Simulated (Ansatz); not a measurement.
# BH8NOSi: the cost of one run

All numbers below are computed with Ansatz 0.2.0 (RKS PBE0-D4/def2-SVP).

## Step 1: The structure to begin with

Bond lengths: N2–H3 1.060 Å, N2–H4 1.060 Å, B1–H5 1.190 Å, B1–H6 1.190 Å, B1–O7 1.710 Å, O7–Si8 1.680 Å, Si8–H9 1.460 Å, Si8–H10 1.460 Å, Si8–H11 1.460 Å, N2–H12 1.135 Å. Angles: H3–N2–H4 120.0°, H3–N2–H12 106.4°, H4–N2–H12 90.3°, H5–B1–H6 120.0°, H5–B1–O7 105.4°, H6–B1–O7 92.8°, B1–O7–Si8 125.0°, O7–Si8–H9 109.5°, O7–Si8–H10 109.5°, O7–Si8–H11 109.5°, H9–Si8–H10 109.4°, H9–Si8–H11 109.4°, H10–Si8–H11 109.4°.

As a file:

```xyz
12

B     0.0000    0.0000    0.0000
N     0.0000    0.0000    1.9000
H    -0.8770   -0.2713    2.4300
H     0.8770    0.2713    2.4300
H     1.0305    0.0000   -0.5950
H    -1.0305    0.0000   -0.5950
O    -0.2139    1.6086    0.5392
Si   -1.6303    2.4980    0.3801
H    -2.6472    1.6816   -0.2764
H    -2.1060    2.8972    1.7014
H    -1.3702    3.6891   -0.4232
H    -0.1432    1.0772    1.5734
```

## Step 2: Pulling towards end A

Springs on the bonds that form and break draw the guess towards this end; the thresholds are loose.

input.yaml

```yaml
crystal:
  periodic: [false, false, false]
  atoms:
    - { symbol: B, position_ang: [0.0, 0.0, 0.0] }
    - { symbol: "N", position_ang: [0.0, 0.0, 1.9] }
    - { symbol: H, position_ang: [-0.877, -0.2713, 2.43] }
    - { symbol: H, position_ang: [0.877, 0.2713, 2.43] }
    - { symbol: H, position_ang: [1.0305, 0.0, -0.595] }
    - { symbol: H, position_ang: [-1.0305, 0.0, -0.595] }
    - { symbol: O, position_ang: [-0.2139, 1.6086, 0.5392] }
    - { symbol: Si, position_ang: [-1.6303, 2.498, 0.3801] }
    - { symbol: H, position_ang: [-2.6472, 1.6816, -0.2764] }
    - { symbol: H, position_ang: [-2.106, 2.8972, 1.7014] }
    - { symbol: H, position_ang: [-1.3702, 3.6891, -0.4232] }
    - { symbol: H, position_ang: [-0.1432, 1.0772, 1.5734] }
basis:
  gaussian: { orbitals: def2-SVP }
hamiltonian:
  xc: pbe0
  dispersion: d4
relax:
  f_tol: 0.15
  max_steps: 25
  restrain:
    - { distance: [0, 6], at: 2.61, k: 30.0 }
    - { distance: [11, 1], at: 2.26, k: 30.0 }
    - { distance: [0, 1], at: 1.55, k: 30.0 }
    - { distance: [11, 6], at: 1.01, k: 30.0 }
```

On the command line:

```sh
> ansatz run input.yaml --threads 2 --pin off --max-ram 3072MiB --backend cpu --events-out ev --progress --plain --runs-dir out
```

**Question.** How long does this run take on 2 threads of Arm Neoverse V1, shared host, and how much memory does it need?

About 25 s, with a peak of 0.2 GiB.
